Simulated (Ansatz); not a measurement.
# BFH6NPSi: the cost of one run

Method: RKS B3LYP/cc-pVDZ, in Ansatz 0.2.0.

## (1) The starting structure

Bond lengths: B1–P2 1.887 Å, P2–Si3 2.196 Å, Si3–N4 1.823 Å, Si3–F5 1.653 Å, B1–H6 1.256 Å, B1–H7 1.182 Å, P2–H8 1.498 Å, Si3–H9 1.536 Å, N4–H10 0.967 Å, N4–H11 1.080 Å. Angles (14 of 15 angles, heavy atoms first): B1–P2–Si3 93.3°, P2–Si3–N4 108.9°, P2–Si3–F5 110.7°, N4–Si3–F5 112.0°, B1–P2–H8 92.6°, Si3–P2–H8 95.7°, P2–B1–H6 119.4°, P2–B1–H7 124.3°, P2–Si3–H9 109.9°, N4–Si3–H9 106.0°, F5–Si3–H9 109.2°, Si3–N4–H10 109.6°, Si3–N4–H11 102.1°, H6–B1–H7 116.1°.

As a file:

```xyz
11

B    -0.5104    2.0832   -0.4913
P    -0.1583    0.4094   -1.2880
Si   -0.2025   -0.6558    0.6320
N     0.5906   -2.2841    0.4232
F    -1.7532   -0.7904    1.1886
H    -1.4248    2.8070   -0.9573
H     0.1416    2.5600    0.3711
H     1.3205    0.6453   -1.2935
H     0.6433    0.0984    1.6690
H     1.4795   -2.1675    0.0606
H    -0.0609   -2.7626   -0.2936
```

## (2) End point A

input.yaml reads:

```yaml
crystal:
  periodic: [false, false, false]
  atoms:
    - { symbol: B, position_ang: [-0.5104, 2.0832, -0.4913] }
    - { symbol: P, position_ang: [-0.1583, 0.4094, -1.288] }
    - { symbol: Si, position_ang: [-0.2025, -0.6558, 0.632] }
    - { symbol: "N", position_ang: [0.5906, -2.2841, 0.4232] }
    - { symbol: F, position_ang: [-1.7532, -0.7904, 1.1886] }
    - { symbol: H, position_ang: [-1.4248, 2.807, -0.9573] }
    - { symbol: H, position_ang: [0.1416, 2.56, 0.3711] }
    - { symbol: H, position_ang: [1.3205, 0.6453, -1.2935] }
    - { symbol: H, position_ang: [0.6433, 0.0984, 1.669] }
    - { symbol: H, position_ang: [1.4795, -2.1675, 0.0606] }
    - { symbol: H, position_ang: [-0.0609, -2.7626, -0.2936] }
basis:
  gaussian: { orbitals: cc-pVDZ }
hamiltonian:
  xc: b3lyp
relax:
  f_tol: 0.02
  max_steps: 50
```

The run is started by

```sh
> ansatz run input.yaml --threads 2 --pin off --max-ram 3072MiB --backend cpu --events-out ev --progress --plain --runs-dir out
```

What time and memory should one allow on 2 threads of Arm Neoverse N1, shared host?

About 2.8 min, with a peak of 0.24 GiB.
